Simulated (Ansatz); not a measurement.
# GeH3Cl (SMILES [Cl][GeH3]): BCCD(T)/def2-TZVP

Aim: the vertical ionisation energy of GeH3Cl at BCCD(T)/def2-TZVP, from 2 runs. 

The results are computed with Ansatz 0.2.0.

46 further runs of the same task are left out: 6 that didn't finish, 40 set aside as unsound or not needed.

**1. The structure to begin with**

GeH3Cl has 5 atoms, charge 0, and is taken as a singlet. SMILES: `[Cl][GeH3]`. The coordinates come from a PBE0-D4/def2-TZVP relaxation.

Bond lengths: Cl1–Ge2 2.155 Å, Ge2–H3 1.532 Å, Ge2–H4 1.532 Å, Ge2–H5 1.532 Å. Angles: Cl1–Ge2–H3 107.1°, Cl1–Ge2–H4 107.1°, Cl1–Ge2–H5 107.1°, H3–Ge2–H4 111.7°, H3–Ge2–H5 111.7°, H4–Ge2–H5 111.7°.

**2. The energy at BCCD(T)/def2-TZVP**

in.yaml reads:

```yaml
crystal:
  periodic: [false, false, false]
  atoms:
    - symbol: Cl
      position_ang: [-1.875800, -0.025100, 0.641300]
    - symbol: Ge
      position_ang: [0.161800, -0.013900, -0.060600]
    - symbol: H
      position_ang: [0.160400, 0.656200, -1.438100]
    - symbol: H
      position_ang: [0.619000, -1.473700, -0.140600]
    - symbol: H
      position_ang: [0.984500, 0.782900, 0.956700]
basis:
  gaussian:
    orbitals: def2-TZVP
correlation:
  method: bccd_t
  frozen_orbitals: {Cl: 5, Ge: 9, H: 0}
accuracy: high
scf:
  omitted_lower_state_checks: [cluster_reference, increment]
```

Command:

```bash
ansatz run in.yaml --threads 1 --pin off --max-ram 3480MiB --events-out events.jsonl --progress --plain --runs-dir runs
```

What it wrote, cut to the lines that bear on the results:

```text
Warning: RAYON_NUM_THREADS=1 ignored (pool sized by the plan → 1); use --threads N
Functional definition: HF
  name "HF"
[...]
1678 factors; integrals over basis functions are off by at most 4.4e-9 eV
[...]
mean field -69026.09923790 eV, -2536.6623594225 hartree, gradient 5.8e-8 eV, S^2 0.000000; 0 other end points of the search recorded, 0 dependent functions left out
14 core orbitals not correlated: weight in the atoms' cores, before any rotation towards them, 1.000 or more for the frozen orbitals, at most 0.000 for the correlated occupied ones
reference -69026.09923790 eV, -2536.6623594225 hartree; 12, 12 occupied and 77, 77 virtual orbitals, 1678 factors
second order -11.97563430 eV of doubles, -0.00000000 eV of singles
cycle   1  -12.36599054 eV  change   -3.9e-1 eV  update   7.9e-2
[...]
cycle  18  -12.78533551 eV  change    2.4e-9 eV  update   1.8e-9
perturbative correction -0.49453407 eV, -0.0181737917 hartree
Total energy: -69039.37910748 eV, -2537.1503856281 hartree
Checks for a lower state left out: cluster_reference, increment
```

Wall time 30 s (1 thread of Arm Neoverse V1, shared host); peak memory 0.81 GiB.

**3. The doublet cation at the same level**

job.yaml reads:

```yaml
basis:
  gaussian:
    orbitals: def2-TZVP
crystal:
  periodic: [false, false, false]
  atoms:
    - {symbol: Cl, position_ang: [-1.875800, -0.025100, 0.641300]}
    - {symbol: Ge, position_ang: [0.161800, -0.013900, -0.060600]}
    - {symbol: H, position_ang: [0.160400, 0.656200, -1.438100]}
    - {symbol: H, position_ang: [0.619000, -1.473700, -0.140600]}
    - {symbol: H, position_ang: [0.984500, 0.782900, 0.956700]}
correlation:
  method: bccd_t
  frozen_orbitals: {Cl: 5, Ge: 9, H: 0}
total_charge: 1
magnetization:
  spin_polarized: true
  initial_magnetization: 1
scf:
  omitted_lower_state_checks: [cluster_reference, increment]
accuracy: high
```

Command:

```bash
ansatz run job.yaml --threads 1 --pin off --max-ram 3480MiB --events-out events.jsonl --progress --plain --runs-dir runs
```

What it wrote, cut to the lines that bear on the results:

```text
Warning: RAYON_NUM_THREADS=1 ignored (pool sized by the plan → 1); use --threads N
Functional definition: HF
  name "HF"
[...]
1677 factors; integrals over basis functions are off by at most 4.5e-9 eV
[...]
mean field -69015.58607920 eV, -2536.2760079660 hartree, gradient 1.8e-11 eV, S^2 0.762900; 10 other end points of the search recorded, 0 dependent functions left out
14 core orbitals not correlated: weight in the atoms' cores, before any rotation towards them, 1.000 or more for the frozen orbitals, at most 0.000 for the correlated occupied ones
reference -69015.58607920 eV, -2536.2760079660 hartree; 12, 11 occupied and 77, 78 virtual orbitals, 1677 factors
second order -10.91607875 eV of doubles, -0.00000000 eV of singles
cycle   1  -11.46091343 eV  change   -5.4e-1 eV  update   9.2e-2
[...]
cycle  41  -11.96570889 eV  change   1.6e-10 eV  update   2.6e-9
perturbative correction -0.49872551 eV, -0.0183278243 hartree
Total energy: -69028.05051360 eV, -2536.7340674816 hartree
Checks for a lower state left out: cluster_reference, increment
```

Wall time 4.5 min (1 thread of Arm Neoverse V1, shared host); peak memory 1.7 GiB.

**4. Results**

Level: BCCD(T)/def2-TZVP, 14 core orbitals frozen.

| quantity | value |
| --- | --- |
| singlet GeH3Cl: total energy | -2537.15039 Eh |
| singlet GeH3Cl: correlation energy (14 core orbitals frozen) | -488.0 mEh |
| singlet GeH3Cl: (T) correction | -18.17 mEh |
| doublet cation: total energy | -2536.73407 Eh |
| doublet cation: correlation energy (14 core orbitals frozen) | -458.1 mEh |
| doublet cation: (T) correction | -18.33 mEh |
| doublet cation: ⟨S²⟩ of the reference determinant | 0.763 |
| vertical ionisation energy (to the doublet cation) | 11.329 eV |

In words: The vertical ionisation energy comes to 11.33 eV (1093 kJ/mol). The triples (singlet GeH3Cl) make up 3.7 % of the correlation energy. The triples (doublet cation) make up 4.0 % of the correlation energy.
